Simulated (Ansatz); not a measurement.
# Al2Ru3: the cost of one run

Program: Ansatz 0.2.0. Level of theory: DFT PBE, scalar-relativistic, plane waves, PAW. These are calculated values, not measurements.

### 1 The starting structure

The structure is trigonal, space group P-3m1 (No. 164). Conventional cell: a = 3.650 Å, b = 3.650 Å, c = 5.675 Å, α = 90.00°, β = 90.00°, γ = 120.00°. Around Al (site symmetry 3m) lie 4 Ru at 2.19 to 2.27 Å. Around Ru (site symmetry 3m) lie 4 Al at 2.19 to 2.27 Å. Ru (site symmetry -3m) has 6 Al at 2.53 Å as nearest neighbours.

Structure file:

```cif
data_structure
_symmetry_space_group_name_H-M 'P-3m1'
_symmetry_Int_Tables_number 164
_cell_length_a 3.6496
_cell_length_b 3.6496
_cell_length_c 5.6747
_cell_angle_alpha 90.000
_cell_angle_beta 90.000
_cell_angle_gamma 120.000
_cell_volume 65.46
loop_
_atom_site_label
_atom_site_type_symbol
_atom_site_symmetry_multiplicity
_atom_site_Wyckoff_symbol
_atom_site_fract_x
_atom_site_fract_y
_atom_site_fract_z
_atom_site_occupancy
Al1 Al 2 d 0.66667 0.33333 0.75376 1
Ru1 Ru 2 d 0.66667 0.33333 0.35411 1
Ru2 Ru 1 a 0.00000 0.00000 0.00000 1
```

A structure generator made this guess: species swapped into a database cell of La2O3 (P-3m1, No. 164), with Al on the La sites and Ru on the O sites. The dimensions are guesses.

### 2 Probe: one point on a coarse mesh

input.yaml reads:

```yaml
crystal:
  lattice:
    - [3.64958157, 0.0, 0.0]
    - [-1.82479078, 3.16063035, 0.0]
    - [0.0, 0.0, 5.67472253]
  atoms:
    - { symbol: Al, position: [0.66666667, 0.33333333, 0.75376433] }
    - { symbol: Al, position: [0.33333333, 0.66666667, 0.24623567] }
    - { symbol: Ru, position: [0.66666667, 0.33333333, 0.35410935] }
    - { symbol: Ru, position: [0.33333333, 0.66666667, 0.64589065] }
    - { symbol: Ru, position: [0.0, 0.0, 0.0] }
basis:
  ecutwfc: 420
kpoints:
  mp_grid: { grid: [6, 6, 4] }
hamiltonian:
  xc: pbe
scf:
  occupations: { method: gaussian, width: 0.1 }
  lower_state_search: "off"
output:
  forces: true
  stress: true
  eigenvalues: true
```

Command:

```console
$ ansatz run input.yaml --threads 1 --pin off --max-ram 2560MiB --backend cpu --events-out ev --progress --plain --runs-dir out
```

**Question.** How long does this run take on 1 thread of Arm Neoverse V1, shared host, and how much memory does it need?

About 2.9 s, with a peak of 0.33 GiB.
